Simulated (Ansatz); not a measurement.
**Alloy of GaAs and AlAs (56 of 64 Ga sites exchanged), 128 atoms**

How does this alloy cell relax, and what gap do PBEsol and HSE06 with spin–orbit coupling give?

Method: density functional theory in Ansatz 0.2.0, PAW datasets, plane waves.

## Step 1: The system as built

128 atoms (56 Al, 8 Ga, 64 As); a = 16.044 Å, b = 16.044 Å, c = 16.044 Å, α = 60.00°, β = 60.00°, γ = 60.00°. All atoms were shaken off their sites by about 0.02 Å along each axis.

Plan of the steps: (2) PBEsol cell relaxation at the single k point (½, ½, ½), on 1 × NVIDIA GB200 with 8 threads of Arm Neoverse-V2; (3) HSE06 with spin–orbit coupling single point at the Γ point alone, on 1 × NVIDIA GB200 with 8 threads of Arm Neoverse-V2.

## Step 2: PBEsol relaxation of the cell and the positions

Contents of in.yaml:

```yaml
crystal:
  lattice:
    - [0.000000, 11.344814, 11.344814]
    - [11.344814, 0.000000, 11.344814]
    - [11.344814, 11.344814, 0.000000]
  atoms:
    - { symbol: Al, position: [0.998185, 0.998249, 0.000911] }
    - { symbol: Al, position: [0.499738, 0.999531, 0.999825] }
    - { symbol: Al, position: [0.000703, 0.501121, 0.000045] }
    - { symbol: Al, position: [0.002011, 0.000277, 0.500853] }
    - { symbol: Al, position: [0.249347, 0.249664, 0.249540] }
    - { symbol: Al, position: [0.497957, 0.501771, 0.000951] }
    - { symbol: Al, position: [0.498131, 0.000181, 0.499344] }
    - { symbol: Al, position: [0.749228, 0.249722, 0.249828] }
    - { symbol: Al, position: [0.000470, 0.502003, 0.498400] }
    - { symbol: Al, position: [0.252932, 0.750440, 0.248332] }
    - { symbol: Al, position: [0.498617, 0.501637, 0.500340] }
    - { symbol: Al, position: [0.751077, 0.751525, 0.248739] }
    - { symbol: Al, position: [0.748492, 0.249944, 0.748206] }
    - { symbol: Al, position: [0.248780, 0.750868, 0.750744] }
    - { symbol: Al, position: [0.750515, 0.751393, 0.750045] }
    - { symbol: Al, position: [0.997899, 0.002948, 0.248362] }
    - { symbol: Al, position: [0.249526, 0.249714, 0.001056] }
    - { symbol: Al, position: [0.500535, 0.998485, 0.249483] }
    - { symbol: Al, position: [0.747915, 0.253845, 0.996198] }
    - { symbol: Al, position: [0.997776, 0.500742, 0.249177] }
    - { symbol: Al, position: [0.249868, 0.748779, 0.000297] }
    - { symbol: Al, position: [0.001131, 0.999606, 0.751474] }
    - { symbol: Al, position: [0.499284, 0.501338, 0.250151] }
    - { symbol: Al, position: [0.750795, 0.749684, 0.000095] }
    - { symbol: Al, position: [0.749560, 0.252603, 0.502111] }
    - { symbol: Al, position: [0.250828, 0.751024, 0.498746] }
    - { symbol: Al, position: [0.499862, 0.499606, 0.751058] }
    - { symbol: Al, position: [0.749764, 0.752742, 0.499956] }
    - { symbol: Al, position: [0.000021, 0.249159, 0.001287] }
    - { symbol: Al, position: [0.250505, 0.999230, 0.250732] }
    - { symbol: Al, position: [0.502326, 0.248197, 0.001659] }
    - { symbol: Al, position: [0.751274, 0.999900, 0.251662] }
    - { symbol: Al, position: [0.000524, 0.750728, 0.999337] }
    - { symbol: Al, position: [0.001675, 0.248398, 0.499528] }
    - { symbol: Al, position: [0.251885, 0.499405, 0.247912] }
    - { symbol: Al, position: [0.499006, 0.752613, 0.999326] }
    - { symbol: Al, position: [0.750316, 0.497975, 0.249862] }
    - { symbol: Al, position: [0.750277, 0.002569, 0.747907] }
    - { symbol: Al, position: [0.002485, 0.750655, 0.498530] }
    - { symbol: Al, position: [0.252876, 0.499459, 0.747165] }
    - { symbol: Al, position: [0.500986, 0.750906, 0.499459] }
    - { symbol: Al, position: [0.750740, 0.497809, 0.750185] }
    - { symbol: Al, position: [0.249542, 0.000181, 0.000340] }
    - { symbol: Al, position: [0.749487, 0.999584, 0.999509] }
    - { symbol: Al, position: [0.998939, 0.247807, 0.249571] }
    - { symbol: Al, position: [0.251450, 0.498314, 0.998783] }
    - { symbol: Al, position: [0.248699, 0.999666, 0.501486] }
    - { symbol: Al, position: [0.501157, 0.249516, 0.248793] }
    - { symbol: Al, position: [0.752517, 0.502019, 0.996508] }
    - { symbol: Al, position: [0.751768, 0.998688, 0.501406] }
    - { symbol: Al, position: [0.998755, 0.749953, 0.249801] }
    - { symbol: Al, position: [0.249141, 0.498584, 0.500764] }
    - { symbol: Al, position: [0.501108, 0.749865, 0.250378] }
    - { symbol: Al, position: [0.748314, 0.501418, 0.502068] }
    - { symbol: Al, position: [0.000590, 0.748598, 0.749208] }
    - { symbol: Al, position: [0.499766, 0.749531, 0.752403] }
    - { symbol: Ga, position: [0.249564, 0.251954, 0.749380] }
    - { symbol: Ga, position: [0.249821, 0.251229, 0.498664] }
    - { symbol: Ga, position: [0.497282, 0.002111, 0.750431] }
    - { symbol: Ga, position: [0.999326, 0.500526, 0.748292] }
    - { symbol: Ga, position: [0.250171, 0.000471, 0.748859] }
    - { symbol: Ga, position: [0.501512, 0.249338, 0.498335] }
    - { symbol: Ga, position: [0.999136, 0.249273, 0.748176] }
    - { symbol: Ga, position: [0.501989, 0.247571, 0.750427] }
    - { symbol: As, position: [0.061837, 0.063287, 0.065089] }
    - { symbol: As, position: [0.562225, 0.063076, 0.061016] }
    - { symbol: As, position: [0.063642, 0.559680, 0.064757] }
    - { symbol: As, position: [0.063001, 0.063042, 0.562061] }
    - { symbol: As, position: [0.312691, 0.312732, 0.311314] }
    - { symbol: As, position: [0.560141, 0.565715, 0.061232] }
    - { symbol: As, position: [0.563493, 0.063108, 0.561011] }
    - { symbol: As, position: [0.811553, 0.312257, 0.312840] }
    - { symbol: As, position: [0.062765, 0.562658, 0.559423] }
    - { symbol: As, position: [0.310605, 0.812239, 0.312952] }
    - { symbol: As, position: [0.312749, 0.312549, 0.811805] }
    - { symbol: As, position: [0.561994, 0.563544, 0.560840] }
    - { symbol: As, position: [0.812111, 0.811711, 0.312742] }
    - { symbol: As, position: [0.812127, 0.313748, 0.811347] }
    - { symbol: As, position: [0.312046, 0.812241, 0.814049] }
    - { symbol: As, position: [0.811849, 0.812029, 0.814501] }
    - { symbol: As, position: [0.061292, 0.063246, 0.314822] }
    - { symbol: As, position: [0.312422, 0.313527, 0.061343] }
    - { symbol: As, position: [0.562457, 0.063458, 0.312226] }
    - { symbol: As, position: [0.813883, 0.310664, 0.062702] }
    - { symbol: As, position: [0.062576, 0.560503, 0.312772] }
    - { symbol: As, position: [0.312012, 0.814784, 0.061513] }
    - { symbol: As, position: [0.061582, 0.063317, 0.815089] }
    - { symbol: As, position: [0.312569, 0.311095, 0.563706] }
    - { symbol: As, position: [0.561297, 0.561752, 0.313949] }
    - { symbol: As, position: [0.812760, 0.811503, 0.064142] }
    - { symbol: As, position: [0.560977, 0.064218, 0.810438] }
    - { symbol: As, position: [0.813063, 0.311965, 0.563582] }
    - { symbol: As, position: [0.062774, 0.560163, 0.814327] }
    - { symbol: As, position: [0.314454, 0.811110, 0.560960] }
    - { symbol: As, position: [0.564061, 0.559556, 0.813877] }
    - { symbol: As, position: [0.813905, 0.809812, 0.561234] }
    - { symbol: As, position: [0.062336, 0.315038, 0.061494] }
    - { symbol: As, position: [0.313092, 0.063144, 0.312902] }
    - { symbol: As, position: [0.560162, 0.312563, 0.062975] }
    - { symbol: As, position: [0.812159, 0.064313, 0.311682] }
    - { symbol: As, position: [0.060678, 0.813411, 0.061795] }
    - { symbol: As, position: [0.059913, 0.314760, 0.562281] }
    - { symbol: As, position: [0.312651, 0.563761, 0.310711] }
    - { symbol: As, position: [0.562061, 0.811208, 0.064069] }
    - { symbol: As, position: [0.312570, 0.061832, 0.812949] }
    - { symbol: As, position: [0.561262, 0.311809, 0.563798] }
    - { symbol: As, position: [0.814105, 0.559761, 0.311558] }
    - { symbol: As, position: [0.812563, 0.060460, 0.813856] }
    - { symbol: As, position: [0.062996, 0.811177, 0.563188] }
    - { symbol: As, position: [0.310882, 0.563591, 0.812745] }
    - { symbol: As, position: [0.562074, 0.813217, 0.561146] }
    - { symbol: As, position: [0.813476, 0.562737, 0.811609] }
    - { symbol: As, position: [0.313576, 0.062094, 0.063197] }
    - { symbol: As, position: [0.810557, 0.061564, 0.063808] }
    - { symbol: As, position: [0.063017, 0.312166, 0.313827] }
    - { symbol: As, position: [0.312731, 0.565378, 0.060316] }
    - { symbol: As, position: [0.312645, 0.062148, 0.562606] }
    - { symbol: As, position: [0.559687, 0.314853, 0.312753] }
    - { symbol: As, position: [0.809101, 0.563536, 0.063040] }
    - { symbol: As, position: [0.811945, 0.062827, 0.562623] }
    - { symbol: As, position: [0.060101, 0.813873, 0.313378] }
    - { symbol: As, position: [0.062057, 0.312698, 0.812884] }
    - { symbol: As, position: [0.310858, 0.562169, 0.563250] }
    - { symbol: As, position: [0.559112, 0.813090, 0.312112] }
    - { symbol: As, position: [0.562169, 0.311818, 0.812984] }
    - { symbol: As, position: [0.812121, 0.563762, 0.562087] }
    - { symbol: As, position: [0.064896, 0.811590, 0.813852] }
    - { symbol: As, position: [0.561897, 0.814324, 0.812064] }
kpoints:
  mp_grid: { grid: [1, 1, 1], shift: [0.5, 0.5, 0.5] }
hamiltonian:
  xc: pbesol
scf:
  occupations: { method: fermi_dirac, width: 0.01 }
relax:
  f_tol: 0.03
  max_steps: 80
  escape_saddle: false
  adjacent_minimum: "off"
  cell: { fix: [shape] }
output:
  forces: true
  eigenvalues: true
  populations: true
```

Started as:

```console
$ ansatz run in.yaml --threads 8 --pin off --max-ram 118750MiB --runs-dir r --events-out ev --progress --plain --backend cuda --devices 0, --max-vram 170GiB
```

The runs that follow: Single point with HSE06 with spin–orbit coupling.

Before running it: what results should come out? Wanted: for each run, top filled to lowest empty.

The runs gave:

```
                         level          time   k points  top filled to lowest empty (eV)
            PBEsol, relaxation   7.9 s (GPU)  (½, ½, ½)                             1.86
HSE06 with spin–orbit coupling  24 min (GPU)          Γ                             1.97
```

| quantity | value |
| --- | --- |
| relaxation | 4 recorded steps, 0.62 eV gained |
| largest shift | 0.07 Å (Al19 and others alike) |
| relaxed cell | a = 16.045 Å, b = 16.045 Å, c = 16.045 Å, α = 60.00°, β = 60.00°, γ = 60.00° |
| mean bonds | Al–As 2.457, As–Ga 2.455 Å |

Relaxation gains 0.62 eV, with shifts up to 0.07 Å (Al19 and others alike), while the volume changes by +0.0 %. The mean lengths differ by only 0.00 Å, over all coordinations together. Rows on different k points differ by sampling as well as by level. With one k point the spacing samples only the states that fold onto it, so it can exceed the gap over the zone.
